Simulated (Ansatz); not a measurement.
# Chromium, hcp under r²SCAN: structure, energy and stiffness

Aim: take chromium in the hcp structure, relax it, solve it on a dense k-mesh, switch on spin-orbit coupling, then scale the cell to 7 volumes from 88 to 112 % of the relaxed one and try a fit of the equation of state. The start is antiferromagnetic (alternate layers). The k-meshes are 14×14×8 for the relaxation; 20×20×13 for the dense run; 12×12×8 for spin-orbit coupling; 14×14×9 for the volumes.

This is Cr in the hcp structure; at room conditions it is bcc.

Computed with Ansatz 0.2.0 (DFT r2SCAN, plane waves (500 eV) with PAW, scalar-relativistic; PAW files made under PBE, frozen cores solved again for the functional, unless a step says otherwise).

## (1) The system as given

The structure is hexagonal, space group P6_3/mmc (No. 194). Conventional cell: a = 2.569 Å, b = 2.569 Å, c = 4.196 Å, α = 90.00°, β = 90.00°, γ = 120.00°. Around Cr (site symmetry -6m2) lie 12 Cr at 2.57 Å.

Structure file:

```xyz
2
Lattice="2.5693 0.0000 0.0000 -1.2846 2.2250 0.0000 0.0000 0.0000 4.1956" Properties=species:S:1:pos:R:3 pbc="T T T"
Cr    0.0000    1.4834    1.0489
Cr    1.2846    0.7417    3.1467
```

The atoms start with moments of +1.5, -1.5 μB.

## (2) Geometry optimisation

input.yaml

```yaml
crystal:
  lattice:
    - [2.569259227, 0.0, 0.0]
    - [-1.2846296135, 2.2250437595, 0.0]
    - [0.0, 0.0, 4.1956003177]
  atoms:
    - { symbol: Cr, position: [0.3333333333, 0.6666666667, 0.25], spin: 1.5 }
    - { symbol: Cr, position: [0.6666666667, 0.3333333333, 0.75], spin: -1.5 }
hamiltonian:
  xc: r2scan
  pseudopotentials:
    kind: paw
    azcp:
      Cr: "pseudopotentials/Cr.paw.azcp"
basis:
  ecutwfc: 500
  fft_grid_basis: typed
kpoints:
  mp_grid: { grid: [14, 14, 8], shift: [0, 0, 0] }
magnetization:
  spin_polarized: true
scf:
  occupations: { method: fermi_dirac, width: 0.05 }
relax:
  max_steps: 60
  f_tol: 0.01
  cell: {}
```

On the command line:

```console
$ ansatz run input.yaml --threads 1 --pin off --max-ram 3584MiB --backend cpu --events-out ev --progress --plain --runs-dir out
```

The runs that follow: Single point on a dense mesh; Spin-orbit coupling switched on; Equation of state: 88 %; Equation of state: 92 %; Equation of state: 96 %; Equation of state: 100 %; Equation of state: 104 %; Equation of state: 108 %; Equation of state: 112 %.

What does the calculation give? Wanted: space group; conventional cell; volume; shortest distance; gap on the mesh; magnetic state; relative to bcc, antiferromagnetic; magnetic state with spin-orbit coupling; V₀, B₀, B₀′.

As calculated:

```
                               quantity                                      value
         space group (spins left aside)                         P6_3/mmc (No. 194)
                      conventional cell     a = 2.935 Å, c = 3.987 Å (c/a = 1.359)
                                 volume                             14.867 Å³/atom
                      shortest distance                                    2.616 Å
                        gap on the mesh               none (levels filled in part)
                         magnetic state  antiferromagnetic, up to 3.10 μB per atom
     relative to bcc, antiferromagnetic                              +499 meV/atom
magnetic state with spin-orbit coupling  antiferromagnetic, up to 2.87 μB per atom
                            V₀, B₀, B₀′                14.912 Å³/atom, 65 GPa, 2.5
```

From the guessed start the volume grew by 24.0 % in 10 steps. It lies 499 meV/atom above the element's reference form at the same level (bcc, antiferromagnetic, from a run of its own), so it is far from stable. The final state is antiferromagnetic (largest moment 3.10 μB). No gap shows: it is a metal or semimetal at this level. In the spin-orbit run the largest spin moment goes from 3.10 to 2.87 μB; mesh and site projection of the two kinds of run can differ, so the change can't be laid on spin-orbit coupling. The total energy of the spin-orbit run lies +1.0 eV/atom from the scalar one, but the two kinds of run don't share a zero of energy: only differences within one kind count. The moment runs from 2.61 to 3.43 μB across the volumes, and this change enters B₀ and B₀′. The fitted modulus is 65 GPa; letting shape and positions relax at each volume could only lower it. The symmetry was held, so the structure may be unstable against distortions that break it.
